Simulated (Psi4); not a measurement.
**SbH2Cl (SMILES [Cl][SbH2]): TPSS0/def2-TZVPPD (density fitting, core potential)**

Aim: the vertical ionisation energy of SbH2Cl at TPSS0/def2-TZVPPD (density fitting, core potential), from 2 runs. 

The calculation is run with Psi4 1.11.

2 further runs of the same task are left out: 1 that didn't finish, 1 set aside as unsound or not needed.

## 1. The system as given

SbH2Cl: 4 atoms, total charge 0, spin state singlet. As SMILES, `[Cl][SbH2]`. The coordinates come from a PBE0-D4/def2-TZVP relaxation.

Bond lengths: Cl1–Sb2 2.356 Å, Sb2–H3 1.712 Å, Sb2–H4 1.713 Å. Angles: Cl1–Sb2–H3 94.4°, Cl1–Sb2–H4 94.4°, H3–Sb2–H4 90.3°.

## 2. Energy and gradient at TPSS0/def2-TZVPPD (density fitting, core potential)

Input file clh2sb.inp:

```
memory 1.6 GB

molecule {
  0 1
  Cl    -1.784500     0.288700    -0.631500
  Sb     0.502100    -0.275300    -0.577600
  H      0.379700    -1.183700     0.868900
  H      0.958300     1.110000     0.319900
  symmetry c1
  no_reorient
  no_com
}

set basis def2-TZVPPD
set reference rks
set scf_type df

result, w = gradient('tpss0', return_wfn=True)
```

Started as:

```sh
$ psi4 -i clh2sb.inp -o clh2sb.out -n 1
```

clh2sb.out:

```text
[...]
    !!!  WARNING: ECP capability is in beta. Please check occupations closely.  !!!
[...]
  Running in c1 symmetry.
[...]
  Nuclear repulsion =  108.227119676267165
[...]
  Multiplicity = 1
[...]
  Nalpha       = 21
  Nbeta        = 21
[...]
    Number of basis functions: 141
[...]
   @DF-RKS iter   1:  -701.19109670672776   -1.03211e+00   6.90140e-03 ADIIS/DIIS
[...]
   @DF-RKS iter  11:  -701.62943650442969   -1.97815e-11   8.59508e-09 DIIS
[...]
    Orbital Energies [Eh]
    ---------------------
    Doubly Occupied:
       1A   -101.361116     2A     -9.363074     3A     -7.109367
       4A     -7.102745     5A     -7.102403     6A     -5.667871
       7A     -3.911775     8A     -3.906505     9A     -3.902117
      10A     -1.292321    11A     -1.290060    12A     -1.286266
      13A     -1.283366    14A     -1.281017    15A     -0.784861
      16A     -0.565403    17A     -0.365658    18A     -0.359315
      19A     -0.321001    20A     -0.295547    21A     -0.263663
[...]
  @DF-RKS Final Energy:  -701.62943650442969
   => Energetics <=
    Nuclear Repulsion Energy =            108.2271196762671650
    One-Electron Energy =               -1272.3853991341447909
    Two-Electron Energy =                 506.1810629470475078
    DFT Exchange-Correlation Energy =     -43.6522199935996227
    Empirical Dispersion Energy =           0.0000000000000000
    VV10 Nonlocal Energy =                  0.0000000000000000
    Total Energy =                       -701.6294365044296910
[...]
 Multipole Moments:
 ------------------------------------------------------------------------------------
     Multipole            Electronic (a.u.)      Nuclear  (a.u.)        Total (a.u.)
 ------------------------------------------------------------------------------------
 L = 1.  Multiply by 2.5417464519 to convert [e a0] to [Debye]
 Dipole X            :         33.8694696          -32.9760988            0.8933708
 Dipole Y            :          2.5955901           -2.8302428           -0.2346527
 Dipole Z            :         43.1067268          -43.1452820           -0.0385552
 Magnitude           :                                                    0.9244781
[...]
  -Total Gradient:
     Atom            X                  Y                   Z
    ------   -----------------  -----------------  -----------------
       1        0.003321571278    -0.000836032373     0.000002223468
       2       -0.003132198184     0.001038292820     0.001081171702
       3        0.000070300563     0.000268819543    -0.000657852366
       4       -0.000128915036    -0.000512878643    -0.000461568619
[...]
```

It took 19 s on 1 thread of AMD EPYC 7R43 (Zen 3), shared host; peak memory 0.99 GiB.

## 3. The doublet cation, same level

Input file clh2sb.py:

```python
import psi4

psi4.set_memory(1600000000)
psi4.set_num_threads(1)
psi4.core.set_output_file('output.dat', False)

mol = psi4.geometry("""
1 2
Cl    -1.784500     0.288700    -0.631500
Sb     0.502100    -0.275300    -0.577600
H      0.379700    -1.183700     0.868900
H      0.958300     1.110000     0.319900
symmetry c1
no_reorient
no_com
""")

psi4.set_options({
    'reference': 'uks',
    'scf_type': 'df',
})

energy_value, wavefunction = psi4.gradient('tpss0/def2-TZVPPD', molecule=mol, return_wfn=True)
print('gradient / Eh bohr^-1')
print(energy_value.np.round(6))
print(f'energy = {wavefunction.energy():.10f} Eh')
for k, v in sorted(psi4.core.scalar_variables().items()):
    print(f'{k:45s} {v:18.10f}')
```

Started as:

```sh
$ python clh2sb.py
```

output.dat (excerpt; [...] marks lines left out):

```text
[...]
    !!!  WARNING: ECP capability is in beta. Please check occupations closely.  !!!
[...]
  Running in c1 symmetry.
[...]
  Nuclear repulsion =  108.227119676267165
[...]
  Multiplicity = 2
[...]
  Nalpha       = 21
  Nbeta        = 20
[...]
    Number of basis functions: 141
[...]
   @DF-UKS iter   1:  -700.75648410385702   -5.97494e-01   7.00865e-03 DIIS/ADIIS
[...]
   @DF-UKS iter  15:  -701.26796650483618   -2.22826e-11   9.61612e-09 DIIS
[...]
   @S^2 Observed:                7.558462387E-01
[...]
  @DF-UKS Final Energy:  -701.26796650483618
   => Energetics <=
    Nuclear Repulsion Energy =            108.2271196762671650
    One-Electron Energy =               -1261.5762068825706592
    Two-Electron Energy =                 495.4546677605895297
    DFT Exchange-Correlation Energy =     -43.3735470591223446
    Empirical Dispersion Energy =           0.0000000000000000
    VV10 Nonlocal Energy =                  0.0000000000000000
    Total Energy =                       -701.2679665048362949
[...]
 Multipole Moments:
 ------------------------------------------------------------------------------------
     Multipole            Electronic (a.u.)      Nuclear  (a.u.)        Total (a.u.)
 ------------------------------------------------------------------------------------
 L = 1.  Multiply by 2.5417464519 to convert [e a0] to [Debye]
 Dipole X            :         33.6521055          -32.9760988            0.6760067
 Dipole Y            :          2.4135040           -2.8302428           -0.4167388
 Dipole Z            :         42.1986383          -43.1452820           -0.9466437
 Magnitude           :                                                    1.2356337
[...]
  -Total Gradient:
     Atom            X                  Y                   Z
    ------   -----------------  -----------------  -----------------
       1       -0.015738851003     0.004962885794     0.004139172744
       2        0.022097385089    -0.010965363277    -0.022477494831
       3       -0.001248965206     0.010390912970     0.007379740301
       4       -0.004987975689    -0.004425120220     0.010934231851
[...]
```

On the terminal:

```text
gradient / Eh bohr^-1
[[-0.015739  0.004963  0.004139]
 [ 0.022097 -0.010965 -0.022477]
 [-0.001249  0.010391  0.00738 ]
 [-0.004988 -0.004425  0.010934]]
energy = -701.2679665048 Eh
CURRENT ENERGY                                   -701.2679665048
CURRENT REFERENCE ENERGY                         -701.2679665048
DD SOLVATION ENERGY                                 0.0000000000
DFT FUNCTIONAL TOTAL ENERGY                      -701.2679665048
DFT TOTAL ENERGY                                 -701.2679665048
DFT VV10 ENERGY                                     0.0000000000
DFT XC ENERGY                                     -43.3735470591
GRID ELECTRONS ALPHA                               20.9999975207
GRID ELECTRONS BETA                                19.9999984715
GRID ELECTRONS TOTAL                               40.9999959922
NUCLEAR REPULSION ENERGY                          108.2271196763
ONE-ELECTRON ENERGY                             -1261.5762068826
PCM POLARIZATION ENERGY                             0.0000000000
PE ENERGY                                           0.0000000000
SCF ITERATION ENERGY                             -701.2679665048
SCF ITERATIONS                                     15.0000000000
SCF TOTAL ENERGY                                 -701.2679665048
TWO-ELECTRON ENERGY                               495.4546677606
XC GRID RADIAL POINTS                              75.0000000000
XC GRID SPHERICAL POINTS                          302.0000000000
XC GRID TOTAL POINTS                            87722.0000000000
```

Wall time 38 s (1 thread of AMD EPYC 7R43 (Zen 3), shared host); peak memory 0.99 GiB.

## 4. Outcome

Level: TPSS0/def2-TZVPPD (density fitting, core potential).

```
                                          quantity          value
                      singlet SbH2Cl: total energy  -701.62944 Eh
                     singlet SbH2Cl: dipole moment         2.35 D
                       singlet SbH2Cl: HOMO energy       -7.17 eV
                       singlet SbH2Cl: LUMO energy       -2.15 eV
                     singlet SbH2Cl: HOMO–LUMO gap        5.02 eV
          singlet SbH2Cl: largest force on an atom     0.179 eV/Å
                      doublet cation: total energy  -701.26797 Eh
doublet cation: HOMO energy (highest over α and β)      -14.27 eV
 doublet cation: LUMO energy (lowest over α and β)      -12.50 eV
                              doublet cation: ⟨S²⟩          0.756
          doublet cation: largest force on an atom     1.716 eV/Å
vertical ionisation energy (to the doublet cation)       9.836 eV
```

**Reading.** The vertical ionisation energy comes to 9.84 eV (949 kJ/mol). The negative HOMO energy of the first species, 7.17 eV, lies 2.66 eV below that difference.
